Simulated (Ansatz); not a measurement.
**C8H18F2Sn: small, medium and large basis sets**

One table from this session's results is given with a row withheld; the runs are named, their logs left out.

The runs use Ansatz 0.2.0, Gaussian basis; one geometry, several basis sets.

Levels to be run: PBE0-D4/def2-SVP; ωB97M-V/def2-SVP; PBE0-D4/def2-QZVPP; ωB97M-V/def2-QZVPP; the functionals' def2-TZVPP values are taken from earlier runs.

## Structure used throughout

The geometry comes from an earlier relaxation with PBE0-D4 in a triple-zeta def2 set; it is a stationary point, not always the lowest conformer. Sn takes the def2 core potential; no spin-orbit term is included.

29 atoms, charge 0, spin multiplicity 1.

Atoms are counted from 1 here; the program's logs count them from 0.

Bond lengths: C1–C2 1.522 Å, C1–H12 1.098 Å, C1–H13 1.094 Å, C1–H14 1.093 Å, C2–C3 1.522 Å, C2–C4 1.522 Å, C2–Sn5 2.164 Å, C3–H15 1.094 Å, C3–H16 1.093 Å, C3–H17 1.098 Å, C4–H18 1.092 Å, C4–H19 1.098 Å, C4–H20 1.092 Å, Sn5–F6 1.936 Å, Sn5–F7 1.936 Å, Sn5–C8 2.164 Å, C8–C9 1.522 Å, C8–C10 1.522 Å and more. Angles: C2–C1–H12 109.4°, C2–C1–H13 112.3°, C2–C1–H14 112.0°, H12–C1–H13 107.2°, H12–C1–H14 107.5°, H13–C1–H14 108.3°, C1–C2–C3 111.1°, C1–C2–C4 110.7°, C1–C2–Sn5 108.8°, C3–C2–C4 110.7°, C3–C2–Sn5 108.9°, C4–C2–Sn5 106.4°, C2–C3–H15 112.3°, C2–C3–H16 112.0°, C2–C3–H17 109.4°, H15–C3–H16 108.3°, H15–C3–H17 107.2°, H16–C3–H17 107.4° and more.

The first run:

Contents of in.yaml:

```yaml
crystal:
  periodic: [false, false, false]
  atoms:
    - {symbol: C, position_ang: [-1.826168, -1.862426, -0.366352]}
    - {symbol: C, position_ang: [-1.946833, -0.363939, -0.127642]}
    - {symbol: C, position_ang: [-2.260829, -0.066023, 1.331638]}
    - {symbol: C, position_ang: [-3.001798, 0.244289, -1.041240]}
    - {symbol: Sn, position_ang: [-0.070098, 0.578928, -0.647932]}
    - {symbol: F, position_ang: [-0.431180, 2.478189, -0.538428]}
    - {symbol: F, position_ang: [0.104298, 0.287166, -2.554215]}
    - {symbol: C, position_ang: [1.940730, 0.367369, 0.122569]}
    - {symbol: C, position_ang: [1.947327, 0.766703, 1.591405]}
    - {symbol: C, position_ang: [2.816028, 1.306680, -0.695437]}
    - {symbol: C, position_ang: [2.388127, -1.076795, -0.053676]}
    - {symbol: H, position_ang: [-2.788199, -2.345158, -0.151175]}
    - {symbol: H, position_ang: [-1.078559, -2.327399, 0.282886]}
    - {symbol: H, position_ang: [-1.569066, -2.091775, -1.403466]}
    - {symbol: H, position_ang: [-1.521230, -0.498031, 2.012072]}
    - {symbol: H, position_ang: [-2.319387, 1.007754, 1.526566]}
    - {symbol: H, position_ang: [-3.234391, -0.501052, 1.591887]}
    - {symbol: H, position_ang: [-2.784438, 0.056998, -2.095376]}
    - {symbol: H, position_ang: [-3.977996, -0.204557, -0.815547]}
    - {symbol: H, position_ang: [-3.089924, 1.323840, -0.899011]}
    - {symbol: H, position_ang: [2.972024, 0.709797, 1.980744]}
    - {symbol: H, position_ang: [1.597417, 1.791592, 1.737969]}
    - {symbol: H, position_ang: [1.330875, 0.103137, 2.204842]}
    - {symbol: H, position_ang: [2.809090, 1.048461, -1.756898]}
    - {symbol: H, position_ang: [3.852427, 1.236728, -0.339979]}
    - {symbol: H, position_ang: [2.499298, 2.347583, -0.596798]}
    - {symbol: H, position_ang: [3.424448, -1.182854, 0.292159]}
    - {symbol: H, position_ang: [1.779589, -1.774128, 0.529444]}
    - {symbol: H, position_ang: [2.358717, -1.389374, -1.100507]}
basis:
  gaussian: {orbitals: def2-SVP}
hamiltonian: {xc: pbe0, dispersion: d4}
output: {orbitals: {seedname: orbitals}}
```

The run is started by

```bash
ansatz run in.yaml --threads 11 --pin off --events-out ev --progress --plain --max-ram 174080MiB --backend cpu
```

Among the steps run: PBE0-D4 in def2-SVP; ωB97M-V in def2-SVP; PBE0-D4 in def2-QZVPP; ωB97M-V in def2-QZVPP.

One table of the session follows, with a row left open; its other results are not shown here.

It belongs to the step «Density functionals: the series». 

```
functional       basis  HOMO (eV)
   PBE0-D4    def2-SVP      -7.17
   PBE0-D4  def2-TZVPP      -7.19
   PBE0-D4  def2-QZVPP      -7.19
   ωB97M-V    def2-SVP      -9.21
   ωB97M-V  def2-TZVPP      -9.24
   ωB97M-V  def2-QZVPP          ?
```

Estimate the missing values for ωB97M-V, def2-QZVPP.

The run gave: HOMO (eV): -9.23. In the column «HOMO (eV)» it lies between ωB97M-V, def2-TZVPP (-9.24) and ωB97M-V, def2-SVP (-9.21).
